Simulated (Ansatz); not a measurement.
What does this script print? It uses the Python package of Ansatz (0.2.0).

`h6ssisn.xyz`
```text
9

S    -2.28410    0.63360   -0.59420
Si   -0.28890    1.12250   -0.14430
Sn    0.85620   -0.98320    0.54110
H    -1.88350   -0.23150   -1.60570
H     0.37780    1.67460   -1.35100
H    -0.23120    2.11950    0.95160
H     0.83380   -2.14690   -0.74590
H     2.60160   -0.61000    0.91460
H     0.10690   -1.62490    2.01660
```

Script `h6ssisn.py`:
```python
import ansatz as az
import numpy as np


def main() -> None:
    geometry = az.Crystal.molecule_from_extxyz("h6ssisn.xyz")

    symbols = [site.symbol for site in geometry.cartesian_sites]
    start = np.array([site.position_ang for site in geometry.cartesian_sites])
    axis = (start[7] - start[2]) / np.linalg.norm(start[7] - start[2])
    moving = [7]
    lengths, energies = [1.605, 1.678, 1.751, 1.824, 1.896, 1.969, 2.042, 2.152], []
    for length in lengths:
        xyz = start.copy()
        xyz[moving] += (length - np.linalg.norm(start[7] - start[2])) * axis
        point = az.Crystal.molecule()
        for symbol, place in zip(symbols, xyz):
            point = point.atom(symbol, place.tolist())
        model = (
            point.calculation()
            .basis(gaussian="def2-SVP")
            .correlation("MP2")
        )
        report = model.run().report
        energies.append(report["free_energy_ev"])
        print(f"r = {length:6.3f} A  E = {energies[-1]:.5f} eV  <S^2> = {abs(report['mean_field']['state']['spin_squared']):.3f}")

    fit = np.polynomial.Polynomial.fit(lengths, np.array(energies) - min(energies), 4).convert()
    roots = [r.real for r in fit.deriv().roots() if abs(r.imag) < 1e-9 and fit.deriv(2)(r.real) > 0]
    r_e = min(roots, key=lambda r: abs(r - lengths[int(np.argmin(energies))]))
    print(f"minimum of the fit at {r_e:.4f} A, force constant {fit.deriv(2)(r_e):.2f} eV/A^2")


if __name__ == "__main__":
    main()
```

```console
$ python h6ssisn.py
r =  1.605 A  E = -24583.56568 eV  <S^2> = 0.000
r =  1.678 A  E = -24583.64812 eV  <S^2> = 0.000
r =  1.751 A  E = -24583.64464 eV  <S^2> = 0.000
r =  1.824 A  E = -24583.57659 eV  <S^2> = 0.000
r =  1.896 A  E = -24583.46239 eV  <S^2> = 0.000
r =  1.969 A  E = -24583.31172 eV  <S^2> = 0.000
r =  2.042 A  E = -24583.13610 eV  <S^2> = 0.000
r =  2.152 A  E = -24582.84157 eV  <S^2> = 0.000
minimum of the fit at 1.7108 A, force constant 14.15 eV/A^2
```

Reading the output:
- Total energies depend on the basis set; only differences at equal settings carry meaning.
- The rest of the molecule is held rigid at a force-field or estimated start geometry, and the basis set is modest; single-reference methods fail as a bond breaks.
- def2 sets replace the cores of elements past krypton by effective core potentials.
- The orbitals are restricted, so S² is zero by construction.
- S² is that of the Hartree-Fock reference.
- Finished in 14 s on 1 thread of Arm Neoverse V1, with other jobs on the host, peak memory 0.24 GiB.
